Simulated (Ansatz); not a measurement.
# CH7B2N, SMILES BNBC: a rigid torsion scan

Program: Ansatz's Python interface.

Run as a notebook:

In [1]:
```python
import ansatz as az
from ase import Atoms

BASIS_SET = "def2-SVP"
FUNCTIONAL = "cam_b3lyp"
FORCE_TOL = 0.02
```

In [2]:
```python
atoms = Atoms(["B", "N", "B", "C", "H", "H", "H", "H", "H", "H", "H"], positions=[
    (1.7538, 0.0633, 0.9374),
    (1.0159, 0.2123, -0.3869),
    (-0.3464, -0.4522, -0.2375),
    (-1.6674, 0.3881, -0.4934),
    (1.3794, 0.6458, 1.8958),
    (2.6785, -0.6681, 1.0263),
    (1.5413, -0.3391, -1.1021),
    (-0.4262, -1.605, 0.0196),
    (-1.656, 0.791, -1.527),
    (-1.7174, 1.2278, 0.23),
    (-2.5556, -0.2638, -0.3623),
])
```

In [3]:
```python
# relax first, so that the scan starts from a minimum
first = (
    az.Crystal.molecule_from_ase(atoms).calculation()
    .basis(gaussian=BASIS_SET)
    .functional(FUNCTIONAL)
    .relax(force_tolerance=FORCE_TOL, max_steps=80)  # relax until the tolerances are met
)
atoms.positions = first.run(threads=1).report["positions_ang"]
```

In [4]:
```python
start = atoms.get_dihedral(3, 2, 1, 0)
energies = {}
for turn in range(0, 360, 40):
    turned = atoms.copy()
    turned.set_dihedral(3, 2, 1, 0, start + turn, indices=[0, 1, 4, 5, 6])
    calc = az.Crystal.molecule_from_ase(turned).calculation()
    calc = calc.basis(gaussian=BASIS_SET)
    calc = calc.functional(FUNCTIONAL)
    energies[round((start + turn) % 360)] = calc.run(threads=1).report["free_energy_ev"]
floor = min(energies.values())
print("dihedral C3-B2-N1-B0 (deg)   E - E(min) (eV)")
for angle, e in sorted(energies.items()):
    print(f"{angle:8d} {(e - floor):14.3f}  " + "#" * int(30 * (e - floor) / max(max(energies.values()) - floor, 1e-9)))
```
```text
dihedral C3-B2-N1-B0 (deg)   E - E(min) (eV)
      40          0.257  ##########
      80          0.714  #############################
     120          0.539  ######################
     160          0.054  ##
     200          0.053  ##
     240          0.536  ######################
     280          0.715  ##############################
     320          0.260  ##########
     360          0.000
```

The lowest point is at 360° and the highest at 280°, 0.715 eV (69.0 kJ/mol) above it, with the rest of the molecule held.

The scan is rigid and the energies are electronic, in a modest basis. With rigid groups the curve can differ much from the relaxed path, the start wasn't checked as a minimum of this torsion, and equivalent turns needn't return to the same energy. The whole script took 66 s on 1 thread of Arm Neoverse V2 (shared host), peak memory 0.26 GiB.

(A comment or docstring line of the script was reworded after the run, the code is as it ran.)
